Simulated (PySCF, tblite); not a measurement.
# C₅H₁₁Cl₂FSi: geometry, infrared bands and NMR shifts

Aim: predict the infrared bands and NMR shifts of C₅H₁₁Cl₂FSi (`CC[C@](C)(CF)[SiH](Cl)Cl`).

Computed with tblite 0.8.0 and PySCF 2.14.0, with density-fitted response routines of our own, on a single molecule in the gas phase. Atoms are numbered from 0 throughout.

**1. The molecule as given**

20 atoms, charge 0, multiplicity 1; geometry from: force field or distance geometry start.

Bonds of the start (Å): C0–C1 1.54, C1–C2 1.56, C2–C3 1.53, C2–C4 1.54, C4–F5 1.37, C2–Si6 1.98, Si6–Cl7 2.05, Si6–Cl8 2.05, C0–H9 1.09, C0–H10 1.09, C0–H11 1.09, C1–H12 1.10, C1–H13 1.09, C3–H14 1.10, C3–H15 1.10, C3–H16 1.10, C4–H17 1.10, C4–H18 1.09, Si6–H19 1.47.

**2. Relaxing the molecule with GFN2-xTB**

Job settings and geometry (Å):

```
{"job": {"kind": "relax", "xc": "GFN2-xTB", "basis": "xTB"}, "charge": 0, "multiplicity": 1}
C      2.241000     0.334300    -0.233500
C      0.806300     0.839000    -0.484300
C     -0.324000    -0.097800     0.052300
C     -0.237900    -0.249900     1.576100
C     -0.246200    -1.492700    -0.590300
F     -0.245600    -1.362800    -1.954200
Si    -2.070400     0.697300    -0.453400
Cl    -3.594600    -0.472800     0.248700
Cl    -2.294500     2.496500     0.492900
H      2.945300     1.063400    -0.623600
H      2.417300    -0.615400    -0.740500
H      2.440400     0.213300     0.834900
H      0.717700     1.827000     0.000100
H      0.697900     0.994300    -1.557500
H      0.678000    -0.770200     1.876800
H     -0.243800     0.714200     2.106000
H     -1.071000    -0.841000     1.987800
H     -1.087000    -2.144000    -0.326200
H      0.671200    -2.013600    -0.307400
H     -2.205300     0.891500    -1.907700
```

Run with:

```sh
$ OMP_NUM_THREADS=1 python probes_run.py task.json out
```

This one command runs all jobs of the session in turn.

**Question.** This job is followed by: GFN2-xTB harmonic vibrations, gas phase; GIAO PBE0/pcSseg-1 NMR shielding, non-relativistic, gas phase. What will the session give for the following? strongest single infrared mode (GFN2-xTB); zero-point energy (GFN2-xTB); 13C shifts against TMS (PBE0/pcSseg-1); 1H shifts against TMS (PBE0/pcSseg-1, means over atoms taken as alike); 19F shifts against CFCl3 (PBE0/pcSseg-1); 29Si shifts against TMS (PBE0/pcSseg-1); 35Cl shifts against HCl (PBE0/pcSseg-1); surface potential, 1st and 99th percentile.

**Answer**, as computed:

| quantity | value |
| --- | --- |
| strongest single infrared mode (GFN2-xTB) | 668 cm⁻¹, 178 km/mol |
| zero-point energy (GFN2-xTB) | 95.8 kcal/mol |
| 13C shifts against TMS (PBE0/pcSseg-1) | 86.3, 38.3, 23.5, 12.2, 7.2 ppm |
| 1H shifts against TMS (PBE0/pcSseg-1, means over atoms taken as alike) | 5.69, 4.72, 4.63, 1.79, 1.44, 0.97, 0.79 ppm |
| 19F shifts against CFCl3 (PBE0/pcSseg-1) | -249.3 ppm |
| 29Si shifts against TMS (PBE0/pcSseg-1) | 20.8 ppm |
| 35Cl shifts against HCl (PBE0/pcSseg-1) | 24, 17 ppm |
| surface potential, 1st and 99th percentile | -0.88 V and 1.02 V |

What this shows: Relaxing lowered the energy by 0.106 eV in 107 steps; the close pair that moved most is C2–Si6, from 1.984 to 1.933 Å. No mode is imaginary among the 54: a minimum at this level. The strongest single mode, at 668 cm⁻¹, moves mainly H19. GFN2-xTB is a fitted tight-binding method: band positions and strengths are rough. Its intensities can rank the bands wrongly. The most deshielded carbon is C4 (sp3 CH2 bonded to F), at 86.3 ppm: deshielded by the electronegative neighbour. At PBE0/pcSseg-1: Shielding is most anisotropic at Cl8 (span 204 ppm, paramagnetic term -216 ppm).
